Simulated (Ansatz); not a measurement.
# CH4BClN2: basis-set convergence

One table from this session's results is given with a row withheld; the runs are named, their logs left out.

Program: Ansatz 0.2.0, Gaussian basis. Level of theory: one geometry, several basis sets. These are calculated values, not measurements.

Plan: PBE0-D4/def2-SVP; ωB97M-V/def2-SVP; PBE0-D4/def2-QZVPP; ωB97M-V/def2-QZVPP; the functionals' def2-TZVPP values are taken from earlier runs.

### Structure used throughout

All runs share one geometry, relaxed beforehand with PBE0-D4 in a triple-zeta def2 set.

SMILES `N=C(N)BCl`, 9 atoms, charge 0, spin multiplicity 1.

Atoms are counted from 1 here; the program's logs count them from 0.

Bond lengths: N1–C2 1.281 Å, N1–H6 1.017 Å, C2–N3 1.367 Å, C2–B4 1.574 Å, N3–H7 1.003 Å, N3–H8 1.007 Å, B4–Cl5 1.734 Å, B4–H9 1.194 Å. Angles: C2–N1–H6 109.9°, N1–C2–N3 119.9°, N1–C2–B4 125.2°, N3–C2–B4 114.8°, C2–N3–H7 119.7°, C2–N3–H8 117.6°, H7–N3–H8 117.6°, C2–B4–Cl5 120.0°, C2–B4–H9 122.7°, Cl5–B4–H9 117.3°.

As a file:

```xyz
9

N     1.1629    0.5806   -0.9495
C     0.3196   -0.0393   -0.2110
N     0.5324   -1.3502    0.1144
B    -1.0085    0.5780    0.3658
Cl   -1.4844    2.1835   -0.0827
H     0.8314    1.5235   -1.1363
H     0.0227   -1.7624    0.8733
H     1.4280   -1.7487   -0.1168
H    -1.7157   -0.0113    1.1256
```

The first run:

in.yaml

```yaml
crystal:
  periodic: [false, false, false]
  atoms:
    - {symbol: N, position_ang: [1.162926, 0.580649, -0.949525]}
    - {symbol: C, position_ang: [0.319590, -0.039264, -0.210951]}
    - {symbol: N, position_ang: [0.532442, -1.350178, 0.114415]}
    - {symbol: B, position_ang: [-1.008510, 0.577976, 0.365781]}
    - {symbol: Cl, position_ang: [-1.484359, 2.183542, -0.082661]}
    - {symbol: H, position_ang: [0.831409, 1.523501, -1.136339]}
    - {symbol: H, position_ang: [0.022736, -1.762393, 0.873314]}
    - {symbol: H, position_ang: [1.428016, -1.748738, -0.116759]}
    - {symbol: H, position_ang: [-1.715652, -0.011292, 1.125626]}
basis:
  gaussian: {orbitals: def2-SVP}
hamiltonian: {xc: pbe0, dispersion: d4}
output: {orbitals: {seedname: orbitals}}
```

Command:

```
$ ansatz run in.yaml --threads 2 --pin off --events-out ev --progress --plain --max-ram 4352MiB
```

Steps of the session up to this table: PBE0-D4 in def2-SVP; ωB97M-V in def2-SVP; PBE0-D4 in def2-QZVPP; ωB97M-V in def2-QZVPP.

One of the session's tables, all rows but one given; the rest of the session is left out.

It belongs to the step «Functionals by basis». 

```
functional       basis  HOMO (eV)  LUMO (eV)
   PBE0-D4    def2-SVP      -6.83      -2.16
   PBE0-D4  def2-TZVPP      -7.12      -2.38
   PBE0-D4  def2-QZVPP      -7.18      -2.44
   ωB97M-V    def2-SVP      -9.04      -0.05
   ωB97M-V  def2-TZVPP          ?          ?
   ωB97M-V  def2-QZVPP      -9.43      -0.39
```

**Question.** Estimate the row for ωB97M-V, def2-TZVPP.

**Answer.** HOMO (eV): -9.37; LUMO (eV): -0.32. In the column «HOMO (eV)» it lies between ωB97M-V, def2-QZVPP (-9.43) and ωB97M-V, def2-SVP (-9.04).
